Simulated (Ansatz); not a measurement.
**CsLuS2: a phonon run**

The task is a phonon run on CsLuS2. The structure is shown as the input types it.

Program: Ansatz 0.2.0. Level of theory: DFT, r2SCAN, PAW with Ansatz's default frozen-core files, scalar-relativistic; harmonic phonons by finite displacements. These are calculated values, not measurements.

### 1 The system as given

It takes space group R-3m (No. 166, trigonal). Conventional cell: a = 3.779 Å, b = 3.779 Å, c = 23.162 Å, α = 90.00°, β = 90.00°, γ = 120.00°. Cs (site symmetry -3m) is surrounded by 6 S at 3.25 Å. Around Lu (site symmetry -3m) lie 6 S at 2.62 Å. Around S (site symmetry 3m) lie 3 Lu at 2.62 Å and 3 Cs at 3.25 Å.

Coordinates:

```
CELL_PARAMETERS angstrom
1.88946 1.09088 7.72050
-1.88946 1.09088 7.72050
0.00000 -2.18176 7.72050
ATOMIC_POSITIONS crystal
Cs 0.00000 0.00000 0.00000
Lu 0.50000 0.50000 0.50000
S 0.77072 0.77072 0.77072
S 0.22928 0.22928 0.22928
```

### 2 The calculation

File input.yaml:

```yaml
crystal:
  lattice:
    - [1.88945803636, 1.09087910592, 7.7205039806]
    - [-1.88945803636, 1.09087910592, 7.7205039806]
    - [0.0, -2.18175821183, 7.7205039806]
  atoms:
    - { symbol: Cs, position: [0.0, 0.0, 0.0] }
    - { symbol: Lu, position: [0.5, 0.5, 0.5] }
    - { symbol: S, position: [0.770720231209, 0.770720231209, 0.770720231209] }
    - { symbol: S, position: [0.229279768791, 0.229279768791, 0.229279768791] }
kpoints:
  mp_grid: { grid: [6, 6, 6] }
scf:
  occupations: { method: fixed }
hamiltonian:
  xc: r2scan
  pseudopotentials: { kind: paw }
phonons:
  supercell: [1, 1, 1]
```

Run with:

```sh
> ansatz run input.yaml --threads 1 --pin off --max-ram 3072MiB --backend cpu --events-out ev --progress --plain --runs-dir out
```

What happens when this is run?

The run was stopped at its time limit. It gives no final result.

The size of the job: 4 atoms, 28 bands, 19 SCF cycles over all loops.

Fix: allow more time or more cores.
